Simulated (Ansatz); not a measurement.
# BrH2OSb: the cost of one run

Method: the settings change from run to run; program: Ansatz 0.2.0, Gaussian basis.

**1. The geometry**

The structure was relaxed beforehand with PBE0-D4 in a triple-zeta def2 set. Sb takes a core potential in def2 sets; no spin-orbit term is included.

5 atoms, charge 0, spin multiplicity 1.

Atoms are counted from 1 here; the program's logs count them from 0.

Bond lengths: O1–Sb2 1.956 Å, O1–H4 0.961 Å, Sb2–Br3 2.519 Å, Sb2–H5 1.712 Å. Angles: Sb2–O1–H4 111.6°, O1–Sb2–Br3 99.4°, O1–Sb2–H5 90.2°, Br3–Sb2–H5 93.4°.

**2. wB97X/def2-SVP**

Options: charge -1, multiplicity 2, atoms shaken by 0.15 Å, a point charge of 2.00 e beside it, high accuracy.

Contents of in.yaml:

```yaml
crystal:
  periodic: [false, false, false]
  atoms:
    - {symbol: O, position_ang: [-1.312004, 0.483509, -0.150392]}
    - {symbol: Sb, position_ang: [0.754482, 0.264433, -0.348200]}
    - {symbol: Br, position_ang: [1.227378, -1.976852, 0.644541]}
    - {symbol: H, position_ang: [-1.515262, 0.194855, -1.262926]}
    - {symbol: H, position_ang: [0.905162, 1.038471, 0.774179]}
basis:
  gaussian: {orbitals: def2-SVP, point_charges: [{charge: 2.00, position_ang: [5.610, 0.134, 0.756]}]}
total_charge: -1
magnetization: {spin_polarized: true, initial_magnetization: 1}
hamiltonian: {xc: {name: wB97X}}
accuracy: high
```

The run is started by

```
> ansatz run in.yaml --threads 2 --pin off --events-out ev --progress --plain --max-ram 4352MiB
```

Q: Estimate wall time and peak memory on 2 threads of Arm Neoverse V2, shared host.

About 54 s, with a peak of 0.87 GiB.
